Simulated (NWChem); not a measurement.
**BCNF2 (SMILES N#CB(F)F): levels of theory compared**

We compute a comparison of 6 runs (HF/STO-3G, B3LYP/6-31G*, B3LYP/6-311+G**, M06-2X/6-311+G**, PBE0/6-311+G**, SVWN5/6-311+G**) of BCNF2. 

The calculation is run with NWChem 7.3.0.

**1. The system as given**

BCNF2: 5 atoms, total charge 0, spin state singlet. SMILES: `N#CB(F)F`. The coordinates come from a PBE0-D4/def2-TZVP relaxation.

Bond lengths: N1–C2 1.150 Å, C2–B3 1.543 Å, B3–F4 1.306 Å, B3–F5 1.306 Å. Angles: N1–C2–B3 180.0°, C2–B3–F4 119.9°, C2–B3–F5 119.9°, F4–B3–F5 120.2°.

**2. Energy and forces at HF/STO-3G (run 1)**

File m1.nw:

```
start m1
memory stack 880 mb heap 220 mb global 1100 mb

geometry noautosym nocenter noautoz
 N       -0.715100       1.789700       0.801000
 C       -0.319400       0.804800       0.359300
 B        0.212000      -0.517400      -0.233800
 F        1.451200      -0.872800      -0.026200
 F       -0.578700      -1.277900      -0.941900
end

basis "ao basis" spherical bse
 * library STO-3G
end

scf
 thresh 1e-08
 maxiter 80
end

task scf gradient
```

Command:

```console
$ nwchem m1.nw > m1.out
```

The log of the run:

```text
[...]
  functions       =    25
[...]
  wavefunction    = RHF
[...]
         Total SCF energy =   -311.703196651232
      One-electron energy =   -699.477265756632
      Two-electron energy =    253.840004583328
 Nuclear repulsion energy =    133.934064522072
        Time for solution =      0.5s
[...]
                         RHF ENERGY GRADIENTS
    atom               coordinates                        gradient
                 x          y          z           x          y          z
   1 N      -1.351343   3.382043   1.513671    0.008020  -0.019951  -0.008951
   2 C      -0.603578   1.520851   0.678979   -0.004331   0.010762   0.004834
   3 B       0.400622  -0.977744  -0.441818   -0.005052   0.012545   0.005612
   4 F       2.742370  -1.649353  -0.049511    0.007830  -0.000256   0.002474
   5 F      -1.093584  -2.414881  -1.779933   -0.006466  -0.003100  -0.003970
[...]
```

Wall time 1.3 s (1 thread of Intel Xeon 6975P-C (Granite Rapids), shared host); peak memory 0.096 GiB.

**3. Energy and forces at B3LYP/6-31G(d) (spherical functions) (run 2)**

File mol.nw:

```
START mol
memory stack 880 mb heap 220 mb global 1100 mb
charge 0

GEOMETRY units angstroms noautosym nocenter noautoz
 N       -0.715100       1.789700       0.801000
 C       -0.319400       0.804800       0.359300
 B        0.212000      -0.517400      -0.233800
 F        1.451200      -0.872800      -0.026200
 F       -0.578700      -1.277900      -0.941900
END

BASIS spherical bse
 * library 6-31G*
END

DFT
 xc b3lyp
 grid xfine
 convergence energy 1e-08
 maxiter 100
 mulliken
END

TASK dft gradient
```

Command:

```console
$ nwchem mol.nw > mol.out
```

The log of the run:

```text
[...]
          Wavefunction type:  closed shell.
          No. of atoms     :     5
          No. of electrons :    36
[...]
          Charge           :     0
          Spin multiplicity:     1
[...]
          AO basis - number of functions:    70
[...]
              XC Information
              --------------
                         B3LYP Method XC Potential
                     Hartree-Fock (Exact) Exchange  0.200
                        Slater Exchange Functional  0.800 local
                    Becke 1988 Exchange Functional  0.720 non-local
              Lee-Yang-Parr Correlation Functional  0.810
                  VWN I RPA Correlation Functional  0.190 local
[...]
 d= 0,ls=0.0,diis     1   -317.3468725603 -4.51D+02  2.22D-02  1.17D+00     1.1
[...]
 d= 0,ls=0.0,diis    10   -317.4919786033 -9.22D-09  1.49D-07  1.78D-10     9.2
         Total DFT energy =     -317.491978603291
      One electron energy =     -702.522820126817
           Coulomb energy =      288.463453322726
    Exchange-Corr. energy =      -37.366676321272
 Nuclear repulsion energy =      133.934064522072
[...]
  wavefunction    = closed shell
                         DFT ENERGY GRADIENTS
    atom               coordinates                        gradient
                 x          y          z           x          y          z
   1 N      -1.351343   3.382043   1.513671    0.009987  -0.024849  -0.011146
   2 C      -0.603578   1.520851   0.678979   -0.009545   0.023744   0.010654
   3 B       0.400622  -0.977744  -0.441818    0.002221  -0.005550  -0.002501
   4 F       2.742370  -1.649353  -0.049511   -0.007865   0.002020  -0.001453
   5 F      -1.093584  -2.414881  -1.779933    0.005203   0.004635   0.004446
[...]
```

It took 13 s on 1 thread of Intel Xeon 6975P-C (Granite Rapids), shared host; peak memory 0.13 GiB.

Runs 3 to 5 aren't shown in full; the table further down has their settings and results.

**4. Energy and gradient at SVWN5/6-311+G(d,p) (run 6)**

File run.py:

```python
from ase import Atoms
from ase.calculators.nwchem import NWChem

mol = Atoms(['N', 'C', 'B', 'F', 'F'], positions=[
    [-0.715100, 1.789700, 0.801000],
    [-0.319400, 0.804800, 0.359300],
    [0.212000, -0.517400, -0.233800],
    [1.451200, -0.872800, -0.026200],
    [-0.578700, -1.277900, -0.941900],
])

calc = NWChem(
    label='geom',
    theory='dft',
    memory='2200 mb',
    basis='6-311+G**',
    basispar='spherical bse',
    dft={'xc': 'slater vwn_5', 'mult': '1', 'grid': 'fine', 'convergence': 'energy 1e-08', 'iterations': '100', 'mulliken': None},
)
mol.calc = calc

forces = mol.get_forces()
print(f"energy = {mol.get_potential_energy():.6f} eV")
print("forces (eV/A):")
for s, f in zip(mol.symbols, forces):
    print(f"{s:2s} {f[0]:10.5f} {f[1]:10.5f} {f[2]:10.5f}")
print("dipole (e A):", mol.get_dipole_moment().round(4))
```

Command:

```console
$ export ASE_NWCHEM_COMMAND="nwchem PREFIX.nwi > PREFIX.nwo"
$ python run.py
```

The log of the run:

```text
energy = -8579.090778 eV
forces (eV/A):
N    -0.36916    0.91855    0.41205
C     0.51088   -1.27069   -0.57017
B    -0.18743    0.46748    0.21021
F     0.09976   -0.04211    0.00874
F    -0.05399   -0.07317   -0.06083
dipole (e A): [ 0.1319 -0.3283 -0.1473]
```

The calculator wrote geom.nwi:

```
title "geom"

permanent_dir geom

scratch_dir geom

start geom

geometry units angstrom nocenter noautosym noautoz
  N  -7.1509999999999996e-01 1.7897000000000001e+00 8.0100000000000005e-01
  C  -3.1940000000000002e-01 8.0479999999999996e-01 3.5930000000000001e-01
  B  2.1199999999999999e-01 -5.1739999999999997e-01 -2.3380000000000001e-01
  F  1.4512000000000000e+00 -8.7280000000000002e-01 -2.6200000000000001e-02
  F  -5.7869999999999999e-01 -1.2779000000000000e+00 -9.4189999999999996e-01
end

memory 2200 mb

basis spherical bse noprint
   * library 6-311+G**
end

dft
  xc slater vwn_5
  mult 1
  grid fine
  convergence energy 1e-08
  iterations 100
  mulliken
end

task dft gradient
```

geom.nwo:

```text
Northwest Computational Chemistry Package (NWChem) 7.3.0
             --------------------------------------------------------

           Job information
           ---------------

    nwchem branch   = 7.3.0
    use scalapack   = T
    input           = geom.nwi
    prefix          = geom.
    data base       = geom/geom.db
    status          = startup
    nproc           =        1

           Memory information
           ------------------

[... 5 lines left out ...]
    hardfail = no
[... 97 lines left out ...]
  convergence criterion.
[... 39 lines left out ...]
          Spatial weights used:  Erf1
[... 32 lines left out ...]
 1-e energy   =    -700.214520
[... 56 lines left out ...]
           Coulomb energy =      287.518049082969
[... 849 lines left out ...]
          Convergence on density requested:  1.00D-05
[... 25 lines left out ...]
          total energy or number of iterations.
[... 36 lines left out ...]
                 ----------------------------------------
                 |  Time  |  1-e(secs)   |  2-e(secs)   |
                 ----------------------------------------
                 |  CPU   |       0.01   |       5.50   |
                 ----------------------------------------
                 |  WALL  |       0.01   |       5.50   |
                 ----------------------------------------

 Task  times  cpu:       16.1s     wall:       16.1s
 Total times  cpu:       16.1s     wall:       16.1s
```

It took 17 s on 1 thread of Intel Xeon 6975P-C (Granite Rapids), shared host; peak memory 0.11 GiB.

**5. Overview of the runs**

```
run                               level  iteration cap  module  energy (Eh)  dipole moment (D)  HOMO energy (eV)  LUMO energy (eV)  wall time
  1                           HF/STO-3G             80     scf  -311.703197               2.11            -11.79              5.77      1.3 s
  2  B3LYP/6-31G* (spherical functions)            100     dft  -317.491979               1.87            -10.05             -2.10       13 s
  3                     B3LYP/6-311+G**            100     dft  -317.598304               1.78            -10.52             -2.69       18 s
  4                    M06-2X/6-311+G**            100     dft  -317.490181               1.76            -12.22             -1.41       20 s
  5                      PBE0/6-311+G**            100     dft  -317.254883               1.78            -10.80             -2.44       19 s
  6                     SVWN5/6-311+G**            100     dft  -315.275774               1.84             -9.48             -3.73       17 s
```

**6. Summary of results**

| quantity | value |
| --- | --- |
| run 6: total energy | -315.27577 Eh |
| run 6: dipole moment | 1.84 D |
| run 6: HOMO energy | -9.48 eV |
| run 6: LUMO energy | -3.73 eV |
| run 6: HOMO–LUMO gap | 5.75 eV |
| run 6: largest force on an atom | 1.483 eV/Å |

The dipole moment (its size) runs from 1.76 D (M06-2X/6-311+G**) to 2.11 D (HF/STO-3G). The two ends differ in method and basis. The HOMO–LUMO gap runs from 5.75 eV (SVWN5/6-311+G**) to 17.56 eV (HF/STO-3G). Totals of different functionals can't be ranked against each other. In run 1 the basis is minimal, so the values are rough. All runs together took 89 s, the longest 20 s.
